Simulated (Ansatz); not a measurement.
**WHO (sextet): from Hartree-Fock to the top rungs, def2-QZVPP**

One table from this session's results is given with a row withheld; the runs are named, their logs left out.

Computed with Ansatz 0.2.0, Gaussian basis. Level: def2-QZVPP, core rule «outside noble gas», up to 5 orbitals frozen.

Plan: UHF; ROHF; CCSD(T) on UHF.

### The system

The geometry is a PBE0/def2-TZVP stationary point (not a proven minimum). No spin-orbit coupling is included. Elements past krypton take def2 core potentials.

3 atoms, charge 0, spin multiplicity 6.

Atoms are counted from 1 here; the program's logs count them from 0.

Bond lengths: W1–O2 1.921 Å, O2–H3 0.962 Å. Angles: W1–O2–H3 119.2°.

The first run:

The input, in.yaml:

```yaml
crystal:
  periodic: [false, false, false]
  atoms:
    - {symbol: W, position_ang: [0.000000, 0.005553, 0.165001]}
    - {symbol: O, position_ang: [0.000000, -0.108057, -1.752846]}
    - {symbol: H, position_ang: [0.000000, 0.702391, -2.271247]}
basis:
  gaussian: {orbitals: "def2-QZVPP.json"}
magnetization: {spin_polarized: true, initial_magnetization: 5}
hamiltonian: {xc: hf}
output: {orbitals: {seedname: orbitals}}
```

Run with:

```bash
> ansatz run in.yaml --threads 1 --pin off --events-out ev --progress --plain --max-ram 2816MiB --backend cpu
```

Steps of the session up to this table: UHF; ROHF; CCSD(T) on UHF.

One of the session's tables, all rows but one given; the rest of the session is left out.

```
  method  from UCCSD(T) (kcal/mol)
    ROHF                         ?
     UHF                   +243.43
    UMP2                    +12.12
   UCCSD                     +9.96
UCCSD(T)                         0
```

Estimate the missing values for ROHF.

**Answer.** from UCCSD(T) (kcal/mol): +247.47. In the column «from UCCSD(T) (kcal/mol)» it is the highest.
